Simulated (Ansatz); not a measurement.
# CoC (rocksalt type): the cost of one run

Method: DFT PBE, with the methods named in each step, in Ansatz 0.2.0.

### 1 The starting structure

The structure is cubic, space group Fm-3m (No. 225). Conventional cell: a = 4.003 Å, b = 4.003 Å, c = 4.003 Å, α = 90.00°, β = 90.00°, γ = 90.00°. Co (site symmetry m-3m) has 6 C at 2.00 Å as nearest neighbours. C (site symmetry m-3m) is surrounded by 6 Co at 2.00 Å.

Structure file:

```cif
data_structure
_symmetry_space_group_name_H-M 'Fm-3m'
_symmetry_Int_Tables_number 225
_cell_length_a 4.0035
_cell_length_b 4.0035
_cell_length_c 4.0035
_cell_angle_alpha 90.000
_cell_angle_beta 90.000
_cell_angle_gamma 90.000
_cell_volume 64.17
loop_
_atom_site_label
_atom_site_type_symbol
_atom_site_symmetry_multiplicity
_atom_site_Wyckoff_symbol
_atom_site_fract_x
_atom_site_fract_y
_atom_site_fract_z
_atom_site_occupancy
Co1 Co 4 a 0.00000 0.00000 0.00000 1
C1 C 4 b 0.50000 0.00000 0.00000 1
```

The file gives the conventional cell by its symmetry; the runs use the cell typed in the input.

Whether this phase is the stable one at these pressures isn't tested.

Atoms are numbered in the order of the input: Co1, C2.

### 2 The reference volume, LAPW

Contents of input.yaml:

```yaml
crystal:
  lattice:
    - [0.0, 2.0017332873, 2.0017332873]
    - [2.0017332873, 0.0, 2.0017332873]
    - [2.0017332873, 2.0017332873, 0.0]
  atoms:
    - { symbol: Co, position: [0.0, 0.0, 0.0], spin: 1.7 }
    - { symbol: C, position: [0.5, 0.5, 0.5] }
magnetization:
  spin_polarized: true
kpoints:
  mp_grid: { grid: [17, 17, 17] }
  band_path:
    path:
      - [0.0, 0.0, 0.0]
      - [0.5, 0.0, 0.5]
      - [0.625, 0.25, 0.625]
      - [0.375, 0.375, 0.75]
      - [0.0, 0.0, 0.0]
      - [0.5, 0.5, 0.5]
      - [0.5, 0.25, 0.75]
      - [0.5, 0.0, 0.5]
    npoints: 14
scf:
  occupations: { method: fermi_dirac, width: 0.05 }
hamiltonian:
  xc: pbe
  pseudopotentials: { kind: all_electron, lapw: { basis_error: 0.001 } }
output:
  forces: true
  stress: true
  eigenvalues: true
  populations: true
  dos: { projected: true, de: 0.2, e_range: [-14, 8] }
```

On the command line:

```console
$ ansatz run input.yaml --threads 1 --pin off --max-ram 3072MiB --backend cpu --events-out ev --progress --plain --runs-dir out
```

**Question.** How long does this run take on 1 thread of Arm Neoverse V2, shared host, and how much memory does it need?

About 66 s, with a peak of 0.62 GiB.
